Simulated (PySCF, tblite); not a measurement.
# C₈H₈F₂O: geometry, infrared bands, NMR shifts, spin-spin couplings and electronic excitations

What infrared bands, NMR shifts, spin-spin couplings and electronic excitations should C₈H₈F₂O (`C=C1C=C(COC)C(F)=C1F`) show?

The runs use tblite 0.8.0 and PySCF 2.14.0, with density-fitted response routines of our own; the level of theory stands in each step. All values are computed, except where a source is named. Atoms are numbered from 0 throughout.

**1. The molecule as given**

19 atoms, charge 0, multiplicity 1; geometry from: force field or distance geometry start.

Bonds of the start (Å): C0–C1 1.35, C1–C2 1.45, C2–C3 1.36, C3–C4 1.49, C4–O5 1.43, O5–C6 1.41, C3–C7 1.45, C7–F8 1.33, C7–C9 1.32, C9–F10 1.34, C9–C1 1.44, C0–H11 1.08, C0–H12 1.08, C2–H13 1.08, C4–H14 1.11, C4–H15 1.10, C6–H16 1.10, C6–H17 1.10, C6–H18 1.09.

**2. Relaxing the molecule with GFN2-xTB**

The job: settings as JSON, then the geometry in Å.

```
{"job": {"kind": "relax", "xc": "GFN2-xTB", "basis": "xTB"}, "charge": 0, "multiplicity": 1}
C      3.474000    -0.414900    -0.253900
C      2.255300     0.148200    -0.115700
C      0.994300    -0.560300    -0.133600
C      0.017200     0.374200     0.041800
C     -1.461900     0.209900     0.117000
O     -1.818900    -1.161500    -0.072300
C     -3.221100    -1.344400    -0.022600
C      0.655800     1.670700     0.208000
F     -0.027100     2.798500     0.407200
C      1.970400     1.542400     0.117200
F      2.887000     2.514000     0.201400
H      4.364600     0.186800    -0.214000
H      3.576900    -1.477200    -0.404000
H      0.849100    -1.617300    -0.285500
H     -1.931200     0.818800    -0.679400
H     -1.833100     0.555700     1.095400
H     -3.613300    -1.037400     0.958700
H     -3.434600    -2.416200    -0.161100
H     -3.713100    -0.780700    -0.812100
```

On the command line:

```
$ OMP_NUM_THREADS=2 python probes_run.py task.json out
```

This one command runs all jobs of the session in turn.

**Question.** This job is followed by: GFN2-xTB harmonic vibrations, gas phase; PBE0-D3(BJ)/def2-SVP geometry optimisation, gas phase; GIAO PBE0/pcSseg-1 NMR shielding, non-relativistic, gas phase; B3LYP/pcJ-1 indirect spin-spin coupling, non-relativistic, gas phase; TDDFT B3LYP/def2-SVPD, vertical, gas phase, core orbitals frozen in the response; GIAO mPW1PW91/pcSseg-2 NMR shielding, non-relativistic, gas phase. Predict these results of the whole session: strongest single infrared mode (GFN2-xTB); zero-point energy (GFN2-xTB); rotational constants (main isotopes); 13C shifts against TMS (PBE0/pcSseg-1); 1H shifts against TMS (PBE0/pcSseg-1, means over atoms taken as alike); 17O shifts against H2O (PBE0/pcSseg-1); 19F shifts against CFCl3 (PBE0/pcSseg-1); potential on the surface of density 0.002 e/bohr³, 1st and 99th percentile; largest coupling of the table (B3LYP/pcJ-1); lowest singlet (B3LYP/def2-SVPD); brightest single state of those computed; lowest triplet; range of the shift of C3.

**Answer**, as computed:

| quantity | value |
| --- | --- |
| strongest single infrared mode (GFN2-xTB) | 1310 cm⁻¹, 154 km/mol |
| zero-point energy (GFN2-xTB) | 86.6 kcal/mol |
| rotational constants (main isotopes) | 2.04, 0.65, 0.50 GHz |
| 13C shifts against TMS (PBE0/pcSseg-1) | 150.0, 146.3, 143.4, 141.6, 129.6, 110.9, 69.5, 59.4 ppm |
| 1H shifts against TMS (PBE0/pcSseg-1, means over atoms taken as alike) | 6.25, 5.90, 5.78, 4.05, 3.44 ppm |
| 17O shifts against H2O (PBE0/pcSseg-1) | 11.7 ppm |
| 19F shifts against CFCl3 (PBE0/pcSseg-1) | -160.1, -175.0 ppm |
| potential on the surface of density 0.002 e/bohr³, 1st and 99th percentile | -1.07 V and 1.01 V |
| largest coupling of the table (B3LYP/pcJ-1) | 1J(C,F) C7–F8, -342.5 Hz |
| lowest singlet (B3LYP/def2-SVPD) | 3.08 eV (403 nm), f = 0.005 |
| brightest single state of those computed | state 3, 5.27 eV, f = 0.337 |
| lowest triplet | 2.15 eV |
| range of the shift of C3 | 143.4 to 149.6 ppm |

Relaxing lowered the energy by 0.088 eV in 25 steps; the close pair that moved most is C4–O5, from 1.430 to 1.404 Å (GFN2-xTB). All 51 modes are real, so the xTB geometry is a minimum. The strongest single mode, at 1310 cm⁻¹, is spread over many atoms; the largest shares are those of C7, C9. Unscaled tight-binding wavenumbers are off by several per cent, some by more. Its intensities can rank the bands wrongly. The start of the PBE0/def2-SVP relaxation was shaken at random by about 0.01 Å, so part of the energy gained, and of the first lengths quoted, undoes that. The optimisation took 10 steps and gained 0.237 eV; among the close pairs (by a distance rule), C0–H12 changed most, from 1.038 to 1.092 Å (PBE0/def2-SVP). At PBE0/pcSseg-1, counted by nearest atom on the grid, the HOMO lies on C2, C9 about 26 % each; C7 16 %, the LUMO on C0 26 %; C1, C3 about 12 % each. In the run at B3LYP/pcJ-1, the largest coupling of the table is C7–F8, -342.5 Hz, of which the Fermi-contact term gives -332.4 Hz. Couplings across rotatable bonds belong to this one conformer; where others are populated, the observed values are averages. Density functionals describe couplings to fluorine poorly, F–F couplings above all, so those rows are rough. The lowest singlet, at 3.08 eV, is HOMO→LUMO 0.99 and is weak; of the 10 states computed, the strongest absorption comes from state 3 at 5.27 eV. The lowest triplet lies 0.92 eV below the lowest singlet (triplets in Tamm-Dancoff, singlets in full TDDFT). In ppm, C3 moves most: its shift spreads over 6.3 ppm, from 143.4 (PBE0/pcSseg-1) to 149.6 (mPW1PW91/pcSseg-2). These values are for one conformer; the search (at its own cheap level) found 2 more, at 0.54, 1.59 kcal/mol, and measured spectra average over such forms.
